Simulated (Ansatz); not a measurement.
Predict the output of the script below (the Python package of Ansatz (0.2.0)).

`ch9geosi2_energy.py`
```python
from pathlib import Path
import argparse

import ansatz as az

parser = argparse.ArgumentParser(description="Single point of CH9GeOSi2 in a Gaussian basis.")
parser.add_argument("--basis-set", required=True, help="basis")
parser.add_argument("--xc", required=True, help="exchange-correlation functional")
args = parser.parse_args()


def main() -> None:
    geometry_ang = [
        ("C", [1.9225, 1.2923, 0.1006]),
        ("O", [1.5495, 0.4018, 1.1217]),
        ("Si", [1.1839, -1.1271, 0.4008]),
        ("Si", [-1.03, -1.411, 0.3511]),
        ("Ge", [-1.9949, 0.3276, -0.8295]),
        ("H", [1.0925, 1.4553, -0.6237]),
        ("H", [2.1529, 2.2752, 0.5604]),
        ("H", [2.8438, 0.9492, -0.4227]),
        ("H", [1.7956, -2.2026, 1.1946]),
        ("H", [-1.3475, -2.688, -0.3049]),
        ("H", [-1.553, -1.4177, 1.7252]),
        ("H", [-1.6659, 1.6672, -0.1225]),
        ("H", [-3.531, 0.1279, -0.883]),
        ("H", [-1.4184, 0.3501, -2.268]),
    ]
    ch9geosi2 = az.Crystal.molecule()
    for symbol, xyz in geometry_ang:
        ch9geosi2 = ch9geosi2.atom(symbol, xyz)

    calc = (
        ch9geosi2.calculation()
        .basis(gaussian=args.basis_set)
        .functional(args.xc)
        .spin("collinear", total=1)
        .orbitals()
    )
    print(calc.to_yaml())
    outcome = calc.run(runs_dir="out")
    r = outcome.report

    print(f"E = {r['free_energy_ev']:.6f} eV = {r['free_energy_ev'] / 27.211386246:.7f} Ha")
    print("converged:", r["converged"], " doubts:", r["published_state_doubts"] or "none")

    field = r["mean_field"]
    print("<S^2> =", round(abs(field["state"]["spin_squared"]), 4), " all-electron relativity setting:", field["relativity"])
    print("passes:", field["passes"])
    if "symmetry" in field:
        print("occupied orbitals by irrep:", field["symmetry"]["occupied"])

    lines = Path(r["orbitals_path"]).read_text().splitlines()
    field_of = lambda key: [line.split("=")[1].strip() for line in lines if line.startswith(key)]
    orbitals = [(27.211386 * float(e), s, float(n)) for e, s, n in zip(field_of("Ene="), field_of("Spin="), field_of("Occup="))]
    homo = max(e for e, _, n in orbitals if n > 0.5)
    lumo = min(e for e, _, n in orbitals if n < 0.5)
    for e, spin, n in sorted(orbitals):
        if homo - 6 < e < lumo + 5:
            print(f"{spin:6s} {e:10.3f} eV  occupation {n:.0f}")


if __name__ == "__main__":
    main()
```

`python ch9geosi2_energy.py --basis-set cc-pVDZ --xc R2SCAN0` gives:
```text
crystal:
  periodic: [false, false, false]
  atoms:
    - { symbol: C, position_ang: [1.9225, 1.2923, 0.1006] }
    - { symbol: O, position_ang: [1.5495, 0.4018, 1.1217] }
    - { symbol: Si, position_ang: [1.1839, -1.1271, 0.4008] }
    - { symbol: Si, position_ang: [-1.03, -1.411, 0.3511] }
    - { symbol: Ge, position_ang: [-1.9949, 0.3276, -0.8295] }
    - { symbol: H, position_ang: [1.0925, 1.4553, -0.6237] }
    - { symbol: H, position_ang: [2.1529, 2.2752, 0.5604] }
    - { symbol: H, position_ang: [2.8438, 0.9492, -0.4227] }
    - { symbol: H, position_ang: [1.7956, -2.2026, 1.1946] }
    - { symbol: H, position_ang: [-1.3475, -2.688, -0.3049] }
    - { symbol: H, position_ang: [-1.553, -1.4177, 1.7252] }
    - { symbol: H, position_ang: [-1.6659, 1.6672, -0.1225] }
    - { symbol: H, position_ang: [-3.531, 0.1279, -0.883] }
    - { symbol: H, position_ang: [-1.4184, 0.3501, -2.268] }
basis:
  gaussian:
    orbitals: cc-pVDZ
hamiltonian:
  xc: r2scan0
magnetization:
  spin_polarized: true
  initial_magnetization: 1.0
output:
  orbitals: {}

E = -75497.727145 eV = -2774.4902984 Ha
converged: True  doubts: none
<S^2> = 0.7547  all-electron relativity setting: none
passes: {'evaluations': 16, 'products': 15}
occupied orbitals by irrep: [{'A': 42}, {'A': 41}]
Alpha     -12.210 eV  occupation 1
Beta      -11.875 eV  occupation 1
Alpha     -10.631 eV  occupation 1
Beta      -10.551 eV  occupation 1
Alpha     -10.198 eV  occupation 1
Beta      -10.142 eV  occupation 1
Alpha      -9.710 eV  occupation 1
Alpha      -9.670 eV  occupation 1
Beta       -9.664 eV  occupation 1
Beta       -9.577 eV  occupation 1
Alpha      -9.175 eV  occupation 1
Beta       -8.963 eV  occupation 1
Alpha      -8.555 eV  occupation 1
Beta       -8.500 eV  occupation 1
Alpha      -7.838 eV  occupation 1
Beta       -7.674 eV  occupation 1
Alpha      -6.367 eV  occupation 1
Beta       -2.327 eV  occupation 0
Alpha      -0.154 eV  occupation 0
Beta        0.073 eV  occupation 0
Alpha       0.587 eV  occupation 0
Beta        0.860 eV  occupation 0
Alpha       0.960 eV  occupation 0
Beta        1.024 eV  occupation 0
Alpha       1.182 eV  occupation 0
Alpha       1.307 eV  occupation 0
Beta        1.403 eV  occupation 0
Beta        1.514 eV  occupation 0
Alpha       1.855 eV  occupation 0
Beta        2.066 eV  occupation 0
Alpha       2.093 eV  occupation 0
Beta        2.305 eV  occupation 0
```

Caveats:
- Total energies depend on the basis set; only differences at equal settings carry meaning.
- The geometry is a force-field or estimated start, not a minimum of this method, and the basis set is short of its limit.
- The species is open-shell (spin multiplicity 2).
- Levels such as HOMO and LUMO are orbital energies: with these approximate functionals they aren't the ionisation energy and electron affinity, and their gap isn't the fundamental gap.
- Finished in 35 s on 1 thread of Arm Neoverse V2, with other jobs on the host, peak memory 0.65 GiB.

(A comment or docstring line of the script was reworded after the run, the code is as it ran; lines on the test bed's own set-up are left out of the output.)
